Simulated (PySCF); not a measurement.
# CH₇FSeSi₂: core binding energies at several levels of theory, part 3 of 3

PySCF 2.14.0. Atoms count from 0. The steps go on from the part before.

### Step 8. Core holes by ΔSCF: SCAN, X2C

What the job is given:

```
{"job": {"kind": "xps", "basis": "def2-TZVP"}, "charge": 0, "multiplicity": 1}
C     -2.162019    -0.017407    -0.767617
Si    -0.869825    -0.145848     0.558482
F     -0.021209    -1.527610     0.339673
Se     0.625799     1.569350     0.424038
Si     2.484678     0.246209     0.197872
H     -1.692446    -0.094884    -1.759962
H     -2.909727    -0.819319    -0.663172
H     -2.680984     0.951861    -0.708580
H     -1.459399    -0.216145     1.922755
H      3.605391     1.227693     0.124919
H      2.441907    -0.556927    -1.055925
H      2.671827    -0.645506     1.376018
```

With the program's defaults for keys left out, this is: delta-SCF UKS SCAN, def2-TZVP on the ionised atom, pcseg-1 elsewhere, spin-free X2C.

What it wrote:

```text
ground state, core basis on atom 0 (C), 143 functions
  cycle   1  E = -3145.73909159  |g| = 6.22e-01
  cycle   2  E = -3145.63033725  |g| = 9.97e-01
  cycle   3  E = -3145.82039958  |g| = 1.33e-01
  cycle   4  E = -3145.82357306  |g| = 3.92e-02
  cycle   5  E = -3145.82396093  |g| = 7.24e-03
  cycle   6  E = -3145.82397896  |g| = 2.76e-03
  cycle   7  E = -3145.82398265  |g| = 1.06e-03
  cycle   8  E = -3145.82398443  |g| = 2.61e-04
  E(ground) = -3145.89333410 Eh
hole in C 1s of atom 0
  cycle   1  E = -3134.57714705  |g| = 1.47e+00
  cycle   2  E = -3133.92085650  |g| = 1.63e+00
  cycle   3  E = -3135.03688877  |g| = 4.14e-01
  cycle   4  E = -3135.10112601  |g| = 2.13e-01
  cycle   5  E = -3135.12807963  |g| = 4.72e-02
  cycle   6  E = -3135.12916257  |g| = 1.42e-02
  cycle   7  E = -3135.12924346  |g| = 5.88e-03
  cycle   8  E = -3135.12926172  |g| = 2.58e-03
  cycle   9  E = -3135.12926743  |g| = 7.28e-04
  cycle  10  E = -3135.12926539  |g| = 2.67e-04
  E(ion) = -3135.19799819 Eh   <S^2> = 0.7658   hole on atom = 1.000   binding energy = 291.035 eV
ground state, core basis on atom 1 (Si), 145 functions
  cycle   1  E = -3145.85976402  |g| = 5.55e-02
  cycle   2  E = -3145.85931313  |g| = 6.63e-02
  cycle   3  E = -3145.86023220  |g| = 1.58e-02
  cycle   4  E = -3145.86027937  |g| = 3.26e-03
  cycle   5  E = -3145.86027779  |g| = 1.29e-03
  cycle   6  E = -3145.86027996  |g| = 3.11e-04
  E(ground) = -3145.88856162 Eh
hole in Si 1s of atom 1
  cycle   1  E = -3076.85781783  |g| = 2.95e+00
  cycle   2  E = -3075.66928816  |g| = 2.23e+00
  cycle   3  E = -3076.88981919  |g| = 1.05e+00
  cycle   4  E = -3077.74902633  |g| = 2.65e-01
  cycle   5  E = -3077.79147116  |g| = 1.01e-01
  cycle   6  E = -3077.79772933  |g| = 3.37e-02
  cycle   7  E = -3077.79844815  |g| = 1.03e-02
  cycle   8  E = -3077.79851558  |g| = 2.48e-03
  cycle   9  E = -3077.79851993  |g| = 8.34e-04
  cycle  10  E = -3077.79852085  |g| = 7.09e-04
  cycle  11  E = -3077.79852137  |g| = 3.94e-04
  E(ion) = -3077.83564282 Eh   <S^2> = 0.7523   hole on atom = 1.000   binding energy = 1851.814 eV
hole in Si 2p of atom 1
  cycle   1  E = -3141.53615058  |g| = 1.19e+00
  cycle   2  E = -3140.76963615  |g| = 1.47e+00
  cycle   3  E = -3141.67965463  |g| = 4.88e-01
  cycle   4  E = -3141.84596420  |g| = 1.41e-01
  cycle   5  E = -3141.85738293  |g| = 5.29e-02
  cycle   6  E = -3141.85914408  |g| = 1.38e-02
  cycle   7  E = -3141.85926125  |g| = 3.33e-03
  cycle   8  E = -3141.85926581  |g| = 1.38e-03
  cycle   9  E = -3141.85926599  |g| = 7.91e-04
  cycle  10  E = -3141.85926565  |g| = 2.67e-04
  E(ion) = -3141.90036433 Eh   <S^2> = 0.7512   hole on atom = 1.003   binding energy = 108.524 eV
  2p3/2 = 108.254 eV   2p1/2 = 108.871 eV
ground state, core basis on atom 2 (F), 143 functions
  cycle   1  E = -3145.86376957  |g| = 7.75e-02
  cycle   2  E = -3145.86205293  |g| = 1.30e-01
  cycle   3  E = -3145.86449026  |g| = 1.30e-02
  cycle   4  E = -3145.86451419  |g| = 3.67e-03
  cycle   5  E = -3145.86451864  |g| = 7.92e-04
  cycle   6  E = -3145.86451336  |g| = 1.24e-04
  E(ground) = -3145.93557675 Eh
hole in F 1s of atom 2
  cycle   1  E = -3119.51722030  |g| = 2.46e+00
  cycle   2  E = -3119.40370671  |g| = 1.88e+00
  cycle   3  E = -3120.28355781  |g| = 4.42e-01
  cycle   4  E = -3120.31920389  |g| = 3.16e-01
  cycle   5  E = -3120.39280631  |g| = 4.29e-02
  cycle   6  E = -3120.39373826  |g| = 1.75e-02
  cycle   7  E = -3120.39391506  |g| = 3.53e-03
  cycle   8  E = -3120.39392074  |g| = 1.04e-03
  cycle   9  E = -3120.39392314  |g| = 2.56e-04
  E(ion) = -3120.47075814 Eh   <S^2> = 0.7558   hole on atom = 1.000   binding energy = 692.933 eV
ground state, core basis on atom 4 (Si), 145 functions
  cycle   1  E = -3145.84721782  |g| = 1.16e-01
  cycle   2  E = -3145.84329320  |g| = 1.92e-01
  cycle   3  E = -3145.84905199  |g| = 1.56e-02
  cycle   4  E = -3145.84908883  |g| = 3.95e-03
  cycle   5  E = -3145.84909241  |g| = 6.99e-04
  cycle   6  E = -3145.84909253  |g| = 2.04e-04
  E(ground) = -3145.87719412 Eh
hole in Si 1s of atom 4
  cycle   1  E = -3076.87886770  |g| = 2.95e+00
  cycle   2  E = -3076.57166010  |g| = 1.86e+00
  cycle   3  E = -3077.22118920  |g| = 8.46e-01
  cycle   4  E = -3077.77685277  |g| = 2.64e-01
  cycle   5  E = -3077.81654428  |g| = 1.42e-01
  cycle   6  E = -3077.82423552  |g| = 4.77e-02
  cycle   7  E = -3077.82496816  |g| = 9.84e-03
  cycle   8  E = -3077.82502844  |g| = 3.62e-03
  cycle   9  E = -3077.82503893  |g| = 9.89e-04
  cycle  10  E = -3077.82503945  |g| = 4.68e-04
  E(ion) = -3077.86146707 Eh   <S^2> = 0.7527   hole on atom = 1.000   binding energy = 1850.802 eV
hole in Si 2p of atom 4
  cycle   1  E = -3141.55369667  |g| = 1.18e+00
  cycle   2  E = -3141.14105824  |g| = 1.20e+00
  cycle   3  E = -3141.72454376  |g| = 4.42e-01
  cycle   4  E = -3141.87168654  |g| = 1.21e-01
  cycle   5  E = -3141.87846877  |g| = 7.76e-02
  cycle   6  E = -3141.88081400  |g| = 1.82e-02
  cycle   7  E = -3141.88094609  |g| = 3.92e-03
  cycle   8  E = -3141.88095429  |g| = 1.77e-03
  cycle   9  E = -3141.88095639  |g| = 5.14e-04
  cycle  10  E = -3141.88095844  |g| = 3.02e-04
  E(ion) = -3141.92170111 Eh   <S^2> = 0.7534   hole on atom = 1.003   binding energy = 107.634 eV
  2p3/2 = 107.388 eV   2p1/2 = 108.001 eV
```

Run time: 38 s. Hardware: 1 thread of Arm Neoverse V1, shared host; peak memory 0.45 GiB.

The holes in one table. −ε is the ground-state orbital energy:

| hole | stands for | environment | ΔSCF (eV; 2p as the shell's mean) | −ε (eV) | ⟨S²⟩ |
| --- | --- | --- | --- | --- | --- |
| C1s on C0 | C0 | methyl carbon bonded to Si | 291.03 | 273.7 | 0.766 |
| Si1s on Si1 | Si1 | silicon bonded to C, F, Se, H | 1851.81 | 1795.9 | 0.752 |
| Si2p on Si1 | Si1 | silicon bonded to C, F, Se, H | 108.46 | 97.7 | 0.751 |
| F1s on F2 | F2 | fluorine bonded to Si | 692.93 | 666.6 | 0.756 |
| Si1s on Si4 | Si4 | silicon bonded to Se, 3 H | 1850.80 | 1795.0 | 0.753 |
| Si2p on Si4 | Si4 | silicon bonded to Se, 3 H | 107.59 | 96.9 | 0.753 |

With the spin-orbit splitting: Si1 2p3/2 108.25, 2p1/2 108.87 eV; Si4 2p3/2 107.39, 2p1/2 108.00 eV. The table gives each 2p level as the mean over the whole 2p shell (two parts 2p3/2, one part 2p1/2), which differs a little from the single hole in the log.

### Step 9. Core holes by ΔSCF: SCAN, non-relativistic

The job, as its differences from that of step 8:

```diff
@@ -1,2 +1,2 @@
-{"job": {"kind": "xps", "basis": "def2-TZVP"}, "charge": 0, "multiplicity": 1}
+{"job": {"kind": "xps", "x2c": false}, "charge": 0, "multiplicity": 1}
 C     -2.162019    -0.017407    -0.767617
```

Method: delta-SCF UKS SCAN, pcX-2 on the ionised atom, pcseg-1 elsewhere, non-relativistic.

What it wrote:

```text
ground state, core basis on atom 0 (C), 157 functions
  cycle   1  E = -3122.50436255  |g| = 6.04e-01
  cycle   2  E = -3122.39987235  |g| = 9.81e-01
  cycle   3  E = -3122.57811952  |g| = 1.31e-01
  cycle   4  E = -3122.58110843  |g| = 4.61e-02
  cycle   5  E = -3122.58162156  |g| = 5.81e-03
  cycle   6  E = -3122.58163438  |g| = 2.54e-03
  cycle   7  E = -3122.58163403  |g| = 8.49e-04
  cycle   8  E = -3122.58163414  |g| = 2.04e-04
  E(ground) = -3122.64825977 Eh
hole in C 1s of atom 0
  cycle   1  E = -3111.33765323  |g| = 1.50e+00
  cycle   2  E = -3110.64420429  |g| = 1.79e+00
  cycle   3  E = -3111.83897486  |g| = 3.63e-01
  cycle   4  E = -3111.87706608  |g| = 2.16e-01
  cycle   5  E = -3111.90468277  |g| = 4.97e-02
  cycle   6  E = -3111.90577974  |g| = 1.33e-02
  cycle   7  E = -3111.90582943  |g| = 9.29e-03
  cycle   8  E = -3111.90586578  |g| = 2.83e-03
  cycle   9  E = -3111.90587029  |g| = 8.07e-04
  cycle  10  E = -3111.90587067  |g| = 3.03e-04
  E(ion) = -3111.97209646 Eh   <S^2> = 0.7670   hole on atom = 1.000   binding energy = 290.513 eV
ground state, core basis on atom 1 (Si), 168 functions
  cycle   1  E = -3122.62769867  |g| = 3.77e-02
  cycle   2  E = -3122.62762427  |g| = 3.47e-02
  cycle   3  E = -3122.62790125  |g| = 1.06e-02
  cycle   4  E = -3122.62793998  |g| = 3.57e-03
  cycle   5  E = -3122.62794020  |g| = 1.16e-03
  cycle   6  E = -3122.62794065  |g| = 2.98e-04
  E(ground) = -3122.65430331 Eh
hole in Si 1s of atom 1
  cycle   1  E = -3053.81252848  |g| = 4.32e+00
  cycle   2  E = -3052.60358293  |g| = 2.59e+00
  cycle   3  E = -3053.65640944  |g| = 1.25e+00
  cycle   4  E = -3054.76858635  |g| = 3.82e-01
  cycle   5  E = -3054.85732691  |g| = 1.29e-01
  cycle   6  E = -3054.86674062  |g| = 5.17e-02
  cycle   7  E = -3054.86836759  |g| = 2.21e-02
  cycle   8  E = -3054.86857575  |g| = 8.15e-03
  cycle   9  E = -3054.86859953  |g| = 2.79e-03
  cycle  10  E = -3054.86860366  |g| = 6.59e-04
  cycle  11  E = -3054.86860185  |g| = 3.17e-04
  E(ion) = -3054.90255321 Eh   <S^2> = 0.7527   hole on atom = 1.000   binding energy = 1843.619 eV
hole in Si 2p of atom 1
  cycle   1  E = -3118.30670814  |g| = 1.24e+00
  cycle   2  E = -3117.55802731  |g| = 1.53e+00
  cycle   3  E = -3118.46804690  |g| = 4.78e-01
  cycle   4  E = -3118.62092454  |g| = 1.50e-01
  cycle   5  E = -3118.63365737  |g| = 5.20e-02
  cycle   6  E = -3118.63527973  |g| = 1.54e-02
  cycle   7  E = -3118.63541225  |g| = 4.75e-03
  cycle   8  E = -3118.63542554  |g| = 1.76e-03
  cycle   9  E = -3118.63542774  |g| = 9.75e-04
  cycle  10  E = -3118.63542677  |g| = 3.19e-04
  E(ion) = -3118.67328446 Eh   <S^2> = 0.7515   hole on atom = 1.003   binding energy = 108.329 eV
  2p3/2 = 108.061 eV   2p1/2 = 108.683 eV
ground state, core basis on atom 2 (F), 157 functions
  cycle   1  E = -3122.62247784  |g| = 7.35e-02
  cycle   2  E = -3122.62166478  |g| = 9.13e-02
  cycle   3  E = -3122.62282721  |g| = 2.54e-02
  cycle   4  E = -3122.62290665  |g| = 5.83e-03
  cycle   5  E = -3122.62291275  |g| = 9.81e-04
  cycle   6  E = -3122.62291435  |g| = 2.00e-04
  E(ground) = -3122.69195983 Eh
hole in F 1s of atom 2
  cycle   1  E = -3096.30153423  |g| = 2.58e+00
  cycle   2  E = -3096.16029698  |g| = 2.15e+00
  cycle   3  E = -3097.11740611  |g| = 3.94e-01
  cycle   4  E = -3097.12129428  |g| = 3.32e-01
  cycle   5  E = -3097.20232971  |g| = 3.59e-02
  cycle   6  E = -3097.20298801  |g| = 1.93e-02
  cycle   7  E = -3097.20320526  |g| = 3.99e-03
  cycle   8  E = -3097.20321433  |g| = 1.07e-03
  cycle   9  E = -3097.20321500  |g| = 3.18e-04
  E(ion) = -3097.27800140 Eh   <S^2> = 0.7565   hole on atom = 1.000   binding energy = 691.549 eV
ground state, core basis on atom 4 (Si), 168 functions
  cycle   1  E = -3122.61551321  |g| = 1.07e-01
  cycle   2  E = -3122.61176833  |g| = 1.85e-01
  cycle   3  E = -3122.61716862  |g| = 8.05e-03
  cycle   4  E = -3122.61717916  |g| = 5.08e-03
  cycle   5  E = -3122.61718405  |g| = 7.29e-04
  cycle   6  E = -3122.61718604  |g| = 1.32e-04
  E(ground) = -3122.64349124 Eh
hole in Si 1s of atom 4
  cycle   1  E = -3053.83406622  |g| = 4.32e+00
  cycle   2  E = -3053.56481597  |g| = 2.26e+00
  cycle   3  E = -3054.14860920  |g| = 9.79e-01
  cycle   4  E = -3054.76962712  |g| = 4.24e-01
  cycle   5  E = -3054.88486768  |g| = 1.56e-01
  cycle   6  E = -3054.89270022  |g| = 8.84e-02
  cycle   7  E = -3054.89522057  |g| = 1.67e-02
  cycle   8  E = -3054.89538022  |g| = 4.70e-03
  cycle   9  E = -3054.89539245  |g| = 1.86e-03
  cycle  10  E = -3054.89539302  |g| = 5.83e-04
  cycle  11  E = -3054.89539494  |g| = 3.68e-04
  E(ion) = -3054.92869389 Eh   <S^2> = 0.7530   hole on atom = 1.000   binding energy = 1842.613 eV
hole in Si 2p of atom 4
  cycle   1  E = -3118.32471288  |g| = 1.23e+00
  cycle   2  E = -3117.92745918  |g| = 1.27e+00
  cycle   3  E = -3118.52115845  |g| = 4.20e-01
  cycle   4  E = -3118.64642439  |g| = 1.32e-01
  cycle   5  E = -3118.65519098  |g| = 7.41e-02
  cycle   6  E = -3118.65726677  |g| = 1.98e-02
  cycle   7  E = -3118.65740495  |g| = 4.81e-03
  cycle   8  E = -3118.65741281  |g| = 2.01e-03
  cycle   9  E = -3118.65741756  |g| = 5.89e-04
  cycle  10  E = -3118.65741864  |g| = 3.24e-04
  E(ion) = -3118.69519890 Eh   <S^2> = 0.7537   hole on atom = 1.002   binding energy = 107.439 eV
  2p3/2 = 107.189 eV   2p1/2 = 107.807 eV
```

Run time: 40 s. Hardware: 1 thread of Arm Neoverse V1, shared host; peak memory 0.57 GiB.

Binding energies by hole, beside the orbital energy of the ground state; the difference holds orbital relaxation and, for a density functional, its self-interaction error:

| hole | stands for | environment | ΔSCF (eV; 2p as the shell's mean) | −ε (eV) | ⟨S²⟩ |
| --- | --- | --- | --- | --- | --- |
| C1s on C0 | C0 | methyl carbon bonded to Si | 290.51 | 273.6 | 0.767 |
| Si1s on Si1 | Si1 | silicon bonded to C, F, Se, H | 1843.62 | 1790.8 | 0.753 |
| Si2p on Si1 | Si1 | silicon bonded to C, F, Se, H | 108.27 | 97.6 | 0.751 |
| F1s on F2 | F2 | fluorine bonded to Si | 691.55 | 665.9 | 0.757 |
| Si1s on Si4 | Si4 | silicon bonded to Se, 3 H | 1842.61 | 1789.9 | 0.753 |
| Si2p on Si4 | Si4 | silicon bonded to Se, 3 H | 107.39 | 96.9 | 0.754 |

With the spin-orbit splitting: Si1 2p3/2 108.06, 2p1/2 108.68 eV; Si4 2p3/2 107.19, 2p1/2 107.81 eV. The table gives each 2p level as the mean over the whole 2p shell (two parts 2p3/2, one part 2p1/2), which differs a little from the single hole in the log.

### Step 10. Outcome

What follows sums up all 3 parts.

| quantity | value |
| --- | --- |
| Si1s binding energies, SCAN/pcX-2 | Si1 1847.96, Si4 1846.95 eV |
| Si2p binding energies, SCAN/pcX-2 | Si1 108.22, Si4 107.34 eV |
| C1s binding energies, SCAN/pcX-2 | C0 290.62 eV |
| F1s binding energies, SCAN/pcX-2 | F2 692.18 eV |
| Si1s binding energies, B3LYP/pcX-2 | Si1 1846.60, Si4 1845.56 eV |
| Si2p binding energies, B3LYP/pcX-2 | Si1 108.16, Si4 107.27 eV |
| C1s binding energies, B3LYP/pcX-2 | C0 290.68 eV |
| F1s binding energies, B3LYP/pcX-2 | F2 691.85 eV |
| Si1s binding energies, PBE0/pcX-2 | Si1 1845.81, Si4 1844.76 eV |
| Si2p binding energies, PBE0/pcX-2 | Si1 107.86, Si4 106.97 eV |
| C1s binding energies, PBE0/pcX-2 | C0 290.16 eV |
| F1s binding energies, PBE0/pcX-2 | F2 691.23 eV |
| Si1s binding energies, PBE/pcX-2 | Si1 1844.52, Si4 1843.56 eV |
| Si2p binding energies, PBE/pcX-2 | Si1 107.41, Si4 106.60 eV |
| C1s binding energies, PBE/pcX-2 | C0 289.76 eV |
| F1s binding energies, PBE/pcX-2 | F2 690.95 eV |
| Si1s binding energies, HF/pcX-2 | Si1 1849.13, Si4 1847.95 eV |
| Si2p binding energies, HF/pcX-2 | Si1 107.90, Si4 106.88 eV |
| C1s binding energies, HF/pcX-2 | C0 290.51 eV |
| F1s binding energies, HF/pcX-2 | F2 691.45 eV |
| Si1s binding energies, SCAN/pcX-1 | Si1 1848.10, Si4 1847.00 eV |
| Si2p binding energies, SCAN/pcX-1 | Si1 108.47, Si4 107.48 eV |
| C1s binding energies, SCAN/pcX-1 | C0 290.62 eV |
| F1s binding energies, SCAN/pcX-1 | F2 692.40 eV |
| Si1s binding energies, SCAN/def2-TZVP | Si1 1851.81, Si4 1850.80 eV |
| Si2p binding energies, SCAN/def2-TZVP | Si1 108.46, Si4 107.59 eV |
| C1s binding energies, SCAN/def2-TZVP | C0 291.03 eV |
| F1s binding energies, SCAN/def2-TZVP | F2 692.93 eV |
| Si1s binding energies, SCAN/pcX-2, non-relativistic | Si1 1843.62, Si4 1842.61 eV |
| Si2p binding energies, SCAN/pcX-2, non-relativistic | Si1 108.27, Si4 107.39 eV |
| C1s binding energies, SCAN/pcX-2, non-relativistic | C0 290.51 eV |
| F1s binding energies, SCAN/pcX-2, non-relativistic | F2 691.55 eV |

What this shows: Single values in the summary come from the first sound run of each kind (SCAN/pcX-2), which need not be the best level. At B3LYP/pcX-2: Si1 (silicon bonded to C, F, Se, H) binds its Si1s electron 1.04 eV more tightly than Si4 (silicon bonded to Se, 3 H). At PBE0/pcX-2: Si1 (silicon bonded to C, F, Se, H) binds its Si1s electron 1.05 eV more tightly than Si4 (silicon bonded to Se, 3 H). At PBE/pcX-2: The Si1s levels kept as sound span 0.96 eV, from Si4 (silicon bonded to Se, 3 H) up to Si1 (silicon bonded to C, F, Se, H). At HF/pcX-2: Si1 (silicon bonded to C, F, Se, H) binds its Si2p electron 1.01 eV more tightly than Si4 (silicon bonded to Se, 3 H). At SCAN/def2-TZVP: Si1 (silicon bonded to C, F, Se, H) binds its Si2p electron 0.87 eV more tightly than Si4 (silicon bonded to Se, 3 H). At SCAN/pcX-2, non-relativistic: The Si2p levels kept as sound span 0.87 eV, from Si4 (silicon bonded to Se, 3 H) up to Si1 (silicon bonded to C, F, Se, H).
